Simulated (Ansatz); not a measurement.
## GdIn, space group Pm-3m: a relaxation of cell and ions

Program: the Ansatz DFT code, driven from Python.

`vcrelax_gdin.py`
```python
# -*- coding: utf-8 -*-
import ansatz as az
from ase import Atoms
from ase.neighborlist import neighbor_list
import numpy as np

def edges_and_angles(cell):
    cell = np.asarray(cell)
    a, b, c = np.linalg.norm(cell, axis=1)
    cosines = cell[1] @ cell[2] / (b * c), cell[0] @ cell[2] / (a * c), cell[0] @ cell[1] / (a * b)
    return (a, b, c, *np.degrees(np.arccos(cosines)))


def main():
    system = (
        az.Lattice.from_parameters(3.83, 3.83, 3.83, alpha=90.0, beta=90.0, gamma=90.0)
        .atom("Gd", [0.0, 0.0, 0.0])
        .atom("In", [0.5, 0.5, 0.5])
        .moments(Gd=4.9)
    )

    base = (
        system.calculation()
        .occupations("Marzari-Vanderbilt", width=0.15)
        .spin("collinear")
        .functional("PBEsol")
        .kpoints(7, 7, 7)
        .basis(18 * az.Ha)
        .relax(force_tolerance=0.01, fix_cell=["angles"], stress_tolerance=0.1)
    )
    steps = []


    def collect(event):
        if event["event"] == "relax_step":
            steps.append(event["data"])


    res = base.session().plan().execute(on_event=collect)
    rep = res.report
    for s in steps:
        flag = "" if s["accepted"] else "  (rejected)"
        print("step %2d  E = %.5f eV  largest force component = %.4f eV/A%s" % (s["step"], s["lagrangian_ev"], s["allowed_force_max_ev_ang"], flag))

    first, last = steps[0], steps[-1]
    symbols = [site.symbol for site in res.lattice.sites]
    print(f"energy gained {first['lagrangian_ev'] - last['lagrangian_ev']:.4f} eV in {len(steps) - 1} steps")
    for label, vectors in (("before", first["cell_ang"]), ("after", res.lattice.cell_ang)):
        print(label, "a b c (A) {:.4f} {:.4f} {:.4f}  angles {:.2f} {:.2f} {:.2f}".format(*edges_and_angles(vectors)), f" V = {abs(np.linalg.det(vectors)):.3f} A^3")
    print("final stress xx yy zz (GPa, compression positive):", np.round(np.diag(rep["stress_gpa"]), 3) + 0.0)

    change = np.array(last["positions_ang"]) @ np.linalg.inv(last["cell_ang"]) - np.array(first["positions_ang"]) @ np.linalg.inv(first["cell_ang"])
    moved = np.linalg.norm(change @ np.array(last["cell_ang"]), axis=1)
    print("displacement within the cell, strain taken out (A):", " ".join(f"{s}:{d:.3f}" for s, d in zip(symbols, moved)))

    final = Atoms(symbols, positions=last["positions_ang"], cell=res.lattice.cell_ang, pbc=True)
    i, j, d = neighbor_list("ijd", final, 4.5)
    print("neighbours within 1.15 times the shortest distance of each atom (A)")
    for atom in range(len(final)):
        near = [m for m in np.argsort(d) if i[m] == atom]
        shell = [m for m in near if d[m] < 1.15 * d[near[0]]]
        print(f"{symbols[atom]}{atom} ({len(shell)}):", ", ".join(f"{symbols[j[m]]} {d[m]:.3f}" for m in shell))

    print(f"free energy      {rep['free_energy_ev']:.5f} eV")
    print(f"per atom         {rep['free_energy_ev'] / len(res.lattice.sites):.5f} eV")
    print(f"SCF iterations   {rep['n_iterations']}  (converged: {rep['converged']})")


if __name__ == "__main__":
    main()
```

`python vcrelax_gdin.py` gives:
```text
DeckWarning: where an SCF of this run starts from atoms to list the orders of its open shells, Gd (site 0, from 0) starts with 6.64 μB on its 4f shell, in the place of the 4.90 μB that the deck gives it: an open f shell starts with all that it can hold by [...]
step  1  E = -14754.40442 eV  largest force component = 0.0000 eV/A
step  2  E = -14754.44936 eV  largest force component = 0.0000 eV/A
step  3  E = -14754.45141 eV  largest force component = 0.0000 eV/A
step  4  E = -14754.45145 eV  largest force component = 0.0000 eV/A
step  5  E = -14754.45122 eV  largest force component = 0.0000 eV/A
energy gained 0.0468 eV in 4 steps
before a b c (A) 3.8300 3.8300 3.8300  angles 90.00 90.00 90.00  V = 56.182 A^3
after a b c (A) 3.7393 3.7393 3.7393  angles 90.00 90.00 90.00  V = 52.283 A^3
final stress xx yy zz (GPa, compression positive): [-0.007 -0.007 -0.007]
displacement within the cell, strain taken out (A): Gd:0.000 In:0.000
neighbours within 1.15 times the shortest distance of each atom (A)
Gd0 (8): In 3.238, In 3.238, In 3.238, In 3.238, In 3.238, In 3.238, In 3.238, In 3.238
In1 (8): Gd 3.238, Gd 3.238, Gd 3.238, Gd 3.238, Gd 3.238, Gd 3.238, Gd 3.238, Gd 3.238
free energy      -14754.45122 eV
per atom         -7377.22561 eV
SCF iterations   7  (converged: True)
```
(Warnings from the package without file and line, shortened.)

Notes:
- Absolute energies stand on the zero of these potentials, so only differences at equal settings mean something.
- Open f shells: without a Hubbard U, without spin-orbit coupling; the state reached hangs on the start and needn't be the lowest.
- Forces vanish by symmetry, so the ions can't move, and the end may be a saddle.
- For a metal this k-point mesh is coarse: on a finer one energies can move by several to tens of meV an atom and pressures by half a GPa or more, differences at one mesh by less.
- Energies along a relaxation are free energies. Rows at an unchanged volume are solved on a plane-wave basis chosen afresh for that cell, so the energy jumps there and such rows are no steps of the walk.
- The starting cell is as deposited in a crystallographic database; the results hold for this polymorph, which needn't be the stable one.
- Hardware and time: 13 s on 1 thread of Intel(R) Xeon(R) Platinum 8488C (Sapphire Rapids), on a shared host, peak memory 0.52 GiB.
